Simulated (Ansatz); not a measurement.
# C₂H₅ClOSi: one species, many methods

An exercise on one series of results from a longer session: the logs are not shown, and one member is left open.

The runs use Ansatz 0.2.0, Gaussian basis; functionals in def2-TZVPP, the program's frozen cores in correlated methods.

Plan: LDA (SPW92), PBE-D4, revPBE-D4, BLYP-D4, r2SCAN-D4, B97M-V, PBE0-D4, B3LYP-D4, r2SCANh-D4, r2SCAN0-D4, HSE06-D4, BHLYP-D4, CAM-B3LYP-D4, LC-ωPBE, ωB97X-V, ωB97M-V, B2PLYP, PBE-QIDH; CCSD(T)/def2-SVP; CCSD(T)/def2-TZVPP; MP2/def2-QZVPP; extrapolation to the limit; RPA on PBE.

## Structure used throughout

All runs share one geometry, relaxed beforehand with PBE0-D4 in a triple-zeta def2 set.

SMILES `OC1(Cl)C[SiH2]1`, 10 atoms, charge 0, spin multiplicity 1.

Atoms are counted from 1 here; the program's logs count them from 0.

Bond lengths: O1–C2 1.369 Å, O1–H6 0.966 Å, C2–Cl3 1.793 Å, C2–C4 1.532 Å, C2–Si5 1.858 Å, C4–Si5 1.865 Å, C4–H7 1.087 Å, C4–H8 1.084 Å, Si5–H9 1.477 Å, Si5–H10 1.475 Å. Angles: C2–O1–H6 108.5°, O1–C2–Cl3 113.4°, O1–C2–C4 118.0°, O1–C2–Si5 121.2°, Cl3–C2–C4 112.6°, Cl3–C2–Si5 117.3°, C4–C2–Si5 65.9°, C2–C4–Si5 65.5°, C2–C4–H7 113.7°, C2–C4–H8 117.1°, Si5–C4–H7 117.0°, Si5–C4–H8 120.9°, H7–C4–H8 113.9°, C2–Si5–C4 48.6°, C2–Si5–H9 119.0°, C2–Si5–H10 118.5°, C4–Si5–H9 118.2°, C4–Si5–H10 119.5° and more.

The first run:

Input file in.yaml:

```yaml
crystal:
  periodic: [false, false, false]
  atoms:
    - {symbol: O, position_ang: [-0.507337, 0.656016, 1.608924]}
    - {symbol: C, position_ang: [0.297868, 0.277498, 0.568554]}
    - {symbol: Cl, position_ang: [2.044532, 0.303677, 0.974029]}
    - {symbol: C, position_ang: [-0.102562, -0.963570, -0.236034]}
    - {symbol: Si, position_ang: [-0.172585, 0.635874, -1.192935]}
    - {symbol: H, position_ang: [-0.496636, -0.043596, 2.275495]}
    - {symbol: H, position_ang: [-1.051638, -1.396394, 0.070939]}
    - {symbol: H, position_ang: [0.671925, -1.696306, -0.433523]}
    - {symbol: H, position_ang: [-1.497744, 1.223948, -1.474714]}
    - {symbol: H, position_ang: [0.897479, 0.951653, -2.157734]}
basis:
  gaussian: {orbitals: def2-TZVPP}
hamiltonian: {xc: lda}
output: {orbitals: {seedname: orbitals}}
```

Command:

```sh
> ansatz run in.yaml --threads 4 --pin off --events-out ev --progress --plain --max-ram 10444MiB
```

Among the steps run: LDA; PBE-D4 (GGA); revPBE-D4 (GGA); BLYP-D4 (GGA); r2SCAN-D4 (meta-GGA); B97M-V (meta-GGA); PBE0-D4 (hybrid); B3LYP-D4 (hybrid); r2SCANh-D4 (hybrid); r2SCAN0-D4 (hybrid); HSE06-D4 (hybrid); BHLYP-D4 (hybrid); CAM-B3LYP-D4 (range-separated); LC-ωPBE (range-separated); ωB97X-V (range-separated); ωB97M-V (range-separated); B2PLYP (double hybrid); PBE-QIDH (double hybrid).

One table of the session follows, with a row left open; its other results are not shown here.

It belongs to the step «Frontier levels by functional». 

```
  functional  HOMO (eV)  gap (eV)
 LDA (SPW92)      -6.09      4.71
      PBE-D4      -5.96      4.76
   revPBE-D4      -5.90      4.78
     BLYP-D4      -5.83      4.74
   r2SCAN-D4      -6.18      5.24
      B97M-V      -6.27      5.22
     PBE0-D4      -7.14      6.79
    B3LYP-D4      -6.94      6.36
  r2SCANh-D4      -6.62      5.99
  r2SCAN0-D4      -7.28      7.10
    HSE06-D4      -6.74      6.02
    BHLYP-D4      -8.22      8.71
CAM-B3LYP-D4      -8.46      9.09
     LC-ωPBE          ?         ?
     ωB97X-V      -9.44     11.08
     ωB97M-V      -9.30     10.66
```

Q: Estimate the row for LC-ωPBE from the others.

The run gave: HOMO (eV): -9.77; gap (eV): 11.54. In the column «HOMO (eV)» it is the lowest.
